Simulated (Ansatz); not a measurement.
Write the native input for Ansatz 0.2.0 that does the following.

```
Task                                : band structure
Functional                          : r2SCAN
Potentials or basis                 : Ansatz PAW
Cutoff                              : 500 eV (not typed: the program's choice for these potentials)
k mesh                              : 7 × 7 × 7
Occupations                         : fermi-dirac, width 0.05 eV
Spin                                : no spin polarisation
Path                                : [["G", "X", "W", "K", "G", "L", "U", "W", "L", "K"], ["U", "X"]]
Points for each segment of the path : 14
```

The system is BiTe.

```xyz
2
Lattice="0.0000 3.2350 3.2350 3.2350 0.0000 3.2350 3.2350 3.2350 0.0000" Properties=species:S:1:pos:R:3 pbc="T T T"
Bi    0.0000    0.0000    0.0000
Te    3.2350    3.2350    3.2350
```

One way to write it, as run:

input.yaml

```yaml
crystal:
  lattice:
    - [0.0, 3.235, 3.235]
    - [3.235, 0.0, 3.235]
    - [3.235, 3.235, 0.0]
  atoms:
    - { symbol: Bi, position: [0.0, 0.0, 0.0] }
    - { symbol: Te, position: [0.5, 0.5, 0.5] }
hamiltonian:
  xc: r2scan
  pseudopotentials: { kind: paw }
kpoints:
  mp_grid: { grid: [7, 7, 7] }
  band_path:
    path:
      - [[0.0, 0.0, 0.0], [0.5, 0.0, 0.5], [0.5, 0.25, 0.75], [0.375, 0.375, 0.75], [0.0, 0.0, 0.0], [0.5, 0.5, 0.5], [0.625, 0.25, 0.625], [0.5, 0.25, 0.75], [0.5, 0.5, 0.5], [0.375, 0.375, 0.75]]
      - [[0.625, 0.25, 0.625], [0.5, 0.0, 0.5]]
    npoints: 14
scf:
  occupations: { method: fermi_dirac, width: 0.05 }
  n_extra_bands: 6
output:
  forces: true
  stress: true
  eigenvalues: true
  fatbands: false
```

Potentials or basis: Ansatz PAW.

Launch:

```console
$ ansatz run input.yaml --threads 2 --pin off --max-ram 5632MiB --backend cpu --events-out ev --progress --plain --runs-dir out
```

It gave:

```json
{"Pressure": "0.1 GPa", "Band gap on the k mesh": "none (metal or under the smearing width)"}
```

Caveat: spin-orbit coupling is left out, which moves the levels of the heavy elements; the PAW data sets come from PBE, with cores solved anew for the run's functional, which leaves a small shift of forces and pressure.

Run time: 3.2 s on 2 threads of Intel(R) Xeon(R) 6975P-C (Granite Rapids), on a shared host, peak memory 0.6 GiB.
